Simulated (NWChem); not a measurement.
**UPBE0/def2-SVPD (core potential) run of SnSiH5O (SMILES [SiH3][O][SnH2])**

Aim: the vertical electron affinity of SnSiH5O at UPBE0/def2-SVPD (core potential), from 2 runs. 

The calculation is run with NWChem 7.3.0.

**1. The structure to begin with**

SnSiH5O: 8 atoms, total charge 0, spin state doublet. As SMILES, `[SiH3][O][SnH2]`. Geometry: relaxed at PBE0-D4/def2-TZVP. This is one conformer, not always the lowest.

Bond lengths: Si1–O2 1.631 Å, O2–Sn3 1.970 Å, Si1–H4 1.493 Å, Si1–H5 1.487 Å, Si1–H6 1.489 Å, Sn3–H7 1.723 Å, Sn3–H8 1.730 Å. Angles: Si1–O2–Sn3 136.4°, O2–Si1–H4 111.2°, O2–Si1–H5 109.2°, O2–Si1–H6 111.0°, O2–Sn3–H7 102.4°, O2–Sn3–H8 105.0°, H4–Si1–H5 108.7°, H4–Si1–H6 107.9°, H5–Si1–H6 108.8°, H7–Sn3–H8 112.5°.

**2. Energy and gradient at UPBE0/def2-SVPD (core potential)**

File struct.nw:

```
START struct
TITLE "H5OSiSn"
memory 2200 mb

GEOMETRY units atomic noautosym nocenter noautoz
  Si    -1.39442891     2.03164456    -0.90858032
  O      1.10908026     0.57863414     0.14891042
  Sn     1.80752304    -2.51730417     2.09381655
  H     -3.54871669     0.24131803    -1.24495157
  H     -0.80237771     3.20573140    -3.39130250
  H     -2.21759361     4.04836028     0.87286450
  H      5.03687601    -2.81399117     1.79618468
  H      0.18405932    -4.88248539     0.52761153
END

BASIS "ao basis" spherical bse
  * library def2-SVPD
END

ECP bse
  Sn library def2-SVPD
END

DFT
  xc pbe0
  mult 2
  grid fine
  convergence energy 1e-08
  iterations 100
  mulliken
END

TASK dft gradient
```

Command:

```sh
$ nwchem struct.nw > struct.out
```

Log:

```text
[...]
          Wavefunction type:  spin polarized.
          No. of atoms     :     8
          No. of electrons :    49
[...]
          Charge           :     0
          Spin multiplicity:     2
[...]
          AO basis - number of functions:   119
[...]
              XC Information
              --------------
                         PBE0 Method XC Functional
                     Hartree-Fock (Exact) Exchange  0.250
          PerdewBurkeErnzerhof Exchange Functional  0.750
            Perdew 1991 LDA Correlation Functional  1.000 local
           PerdewBurkeErnz. Correlation Functional  1.000 non-local
[...]
 d= 0,ls=0.0,diis     1   -581.5723672469 -7.64D+02  1.08D-02  1.71D-01     4.1
[...]
 d= 0,ls=0.0,diis    10   -581.6613301703 -9.32D-09  1.25D-06  7.96D-10    35.7
[...]
         Total DFT energy =     -581.661330170257
      One electron energy =    -1247.396186533431
           Coulomb energy =      532.593912672759
    Exchange-Corr. energy =      -49.229608353968
 Nuclear repulsion energy =      182.370552044383
[...]
      Total Density - Mulliken Population Analysis
     ---------------------------------------------
    Atom       Charge   Shell Charges
 -----------   ------   -------------------------------------------------------
    1 Si  14    13.89   2.00  1.98  1.03  0.18  0.01  5.93  1.26  1.08  0.30  0.11
    2 O    8     8.87   1.99  1.06  0.74  0.04  2.85  1.98  0.19  0.01  0.01
    3 Sn  22    21.39   0.43  1.60  1.14  0.22 -0.01  2.76  3.25  1.30  0.56  9.72  0.41  0.02
    4 H    1     0.96   0.74  0.21  0.01 -0.00
    5 H    1     0.92   0.74  0.17  0.01 -0.01
    6 H    1     0.93   0.74  0.19  0.01 -0.01
    7 H    1     1.01   0.67  0.32  0.01  0.01
    8 H    1     1.02   0.67  0.33  0.01  0.01
[...]
      <S2> =      0.7524 (Exact =     0.7500)
[...]
  wavefunction    = open shell
                         DFT ENERGY GRADIENTS
    atom               coordinates                        gradient
                 x          y          z           x          y          z
   1 Si     -1.394429   2.031645  -0.908580    0.013762  -0.008326   0.005890
   2 O       1.109080   0.578634   0.148910   -0.012841  -0.001458   0.000130
   3 Sn      1.807523  -2.517304   2.093817   -0.002082   0.009540  -0.007795
   4 H      -3.548717   0.241318  -1.244952    0.001867   0.001640   0.000333
   5 H      -0.802378   3.205731  -3.391303   -0.000573  -0.001072   0.002249
   6 H      -2.217594   4.048360   0.872865    0.000671  -0.001808  -0.001636
   7 H       5.036876  -2.813991   1.796185   -0.001597   0.000239   0.000070
   8 H       0.184059  -4.882485   0.527612    0.000792   0.001245   0.000759
[...]
```

Run time: 47 s. Hardware: 1 thread of Intel Xeon 6975P-C (Granite Rapids), shared host; peak memory 0.13 GiB.

**3. The singlet anion: a single-point energy at PBE0/def2-SVPD (core potential)**

File job.nw:

```
start job
title "H5OSiSn"
memory 2200 mb
charge -1
geometry units angstrom noautosym nocenter noautoz
 Si    -0.737900     1.075100    -0.480800
 O      0.586900     0.306200     0.078800
 Sn     0.956500    -1.332100     1.108000
 H     -1.877900     0.127700    -0.658800
 H     -0.424600     1.696400    -1.794600
 H     -1.173500     2.142300     0.461900
 H      2.665400    -1.489100     0.950500
 H      0.097400    -2.583700     0.279200
end
basis spherical bse
 * library def2-SVPD
end
ecp bse
 Sn library def2-SVPD
end
dft
 xc pbe0
 grid fine
 convergence energy 1e-08
 iterations 100
 mulliken
 print medium
end
task dft
```

Command:

```sh
$ nwchem job.nw > job.out
```

Log:

```text
[...]
          Wavefunction type:  closed shell.
          No. of atoms     :     8
          No. of electrons :    50
[...]
          Charge           :    -1
          Spin multiplicity:     1
[...]
          AO basis - number of functions:   119
[...]
              XC Information
              --------------
                         PBE0 Method XC Functional
                     Hartree-Fock (Exact) Exchange  0.250
          PerdewBurkeErnzerhof Exchange Functional  0.750
            Perdew 1991 LDA Correlation Functional  1.000 local
           PerdewBurkeErnz. Correlation Functional  1.000 non-local
[...]
 d= 0,ls=0.0,diis     1   -581.6099012198 -7.64D+02  2.08D-02  7.68D-01     3.1
[...]
 d= 0,ls=0.0,diis     8   -581.7181539477 -2.33D-09  3.85D-06  1.22D-07    19.8
         Total DFT energy =     -581.718153947706
      One electron energy =    -1257.095199335429
           Coulomb energy =      542.456625613957
    Exchange-Corr. energy =      -49.450145501318
 Nuclear repulsion energy =      182.370565275084
[...]
      Total Density - Mulliken Population Analysis
     ---------------------------------------------
    Atom       Charge   Shell Charges
 -----------   ------   -------------------------------------------------------
    1 Si  14    13.92   2.00  1.98  1.02  0.14  0.04  5.93  1.25  1.09  0.32  0.15
    2 O    8     8.94   1.99  1.06  0.74  0.05  2.85  1.98  0.26  0.01 -0.00
    3 Sn  22    22.15   0.43  1.60  1.14  0.27  0.11  2.76  3.25  1.32  1.08  9.71  0.41  0.06
    4 H    1     0.97   0.75  0.21  0.01  0.01
    5 H    1     0.94   0.75  0.18  0.01 -0.00
    6 H    1     0.96   0.75  0.20  0.01  0.00
    7 H    1     1.05   0.70  0.30  0.01  0.04
    8 H    1     1.06   0.70  0.31  0.01  0.05
[...]
```

It took 20 s on 1 thread of Intel Xeon 6975P-C (Granite Rapids), shared host; peak memory 0.12 GiB.

**4. Results**

At UPBE0/def2-SVPD (core potential):

| quantity | value |
| --- | --- |
| doublet SnSiH5O: total energy | -581.66133 Eh |
| doublet SnSiH5O: dipole moment | 1.88 D |
| doublet SnSiH5O: HOMO energy (highest over α and β) | -6.43 eV |
| doublet SnSiH5O: LUMO energy (lowest over α and β) | -3.42 eV |
| doublet SnSiH5O: ⟨S²⟩ | 0.752 |
| doublet SnSiH5O: largest force on an atom | 0.881 eV/Å |
| singlet anion: total energy | -581.71815 Eh |
| singlet anion: HOMO energy | 0.33 eV |
| singlet anion: LUMO energy | 3.85 eV |
| singlet anion: HOMO–LUMO gap (to an unbound level, set by the basis) | 3.52 eV |
| vertical electron affinity (to the singlet anion) | 1.546 eV |

In words: At fixed nuclei the extra electron is bound by 1.55 eV (149 kJ/mol). The largest force (doublet SnSiH5O) is 0.88 eV/Å: the shape isn't a stationary point for this species at this level. Mulliken charges (doublet SnSiH5O) run from -0.87 on O2 to +0.61 on Sn3; in a basis this large or diffuse they mean little. Mulliken charges (singlet anion) run from -0.94 on O2 to +0.08 on Si1; in a basis this large or diffuse they mean little. The HOMO (singlet anion) lies at positive energy, 0.33 eV, from the functional's self-interaction, a short basis or an electron that isn't bound; only total energies against the neutral tell.
